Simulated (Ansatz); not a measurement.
Sr2SnN2:

```
Sn Sr N
1.0
    -1.92733    1.92733    6.89419
     1.92733   -1.92733    6.89419
     1.92733    1.92733   -6.89419
Sn Sr N
1 2 2
Direct
  0.50000 0.50000 0.00000
  0.83986 0.83986 0.00000
  0.16014 0.16014 0.00000
  0.34753 0.34753 0.00000
  0.65247 0.65247 0.00000
```

The cell comes from a database or a generator and needn't be the stable form of this composition.

```yaml
Program: Ansatz 0.2.0
Task: single point
Functional: PBE
Potentials_or_basis: Ansatz PAW
Cutoff: "420 eV (not typed: the program's choice for these potentials)"
k_mesh: 10 × 10 × 10
Occupations: fermi-dirac, width 0.05 eV
Spin: no spin polarisation
```

On this cell: pressure -0.7 GPa; largest force 0.031 eV/Å; band gap on the k mesh none (metal or under the smearing width).

The same run follows on a disturbed copy (atoms moved at random, drawn with an rms of 0.05 Å):

```xyz
5
Lattice="-1.9273 1.9273 6.8942 1.9273 -1.9273 6.8942 1.9273 1.9273 -6.8942" Properties=species:S:1:pos:R:3 pbc="T T T"
Sn    0.0335    0.0220    6.9044
Sr    0.0255    0.0036   11.5570
Sr    0.0168   -0.0324    2.2168
N     0.0055    0.0403    4.8134
N    -0.0573   -0.0009    8.9314
```

Question: What does the disturbed cell give?

Answer: The energy (extrapolated to zero smearing) moves by +9.4 meV/atom; pressure 0.1 GPa; largest force 1.006 eV/Å; band gap on the k mesh none (metal or under the smearing width).

Forces on the atoms (eV/Å):
```
Sn   0.115 -0.064 -0.773
Sr  -0.056  0.023  0.197
Sr  -0.069  0.162 -0.137
N   -0.070 -0.101 -0.290
N    0.079 -0.021  1.003
```

Stress tensor (GPa, compression positive):
```
-0.61 -0.07  0.04
-0.07 -0.67  0.05
 0.04  0.05  1.64
```
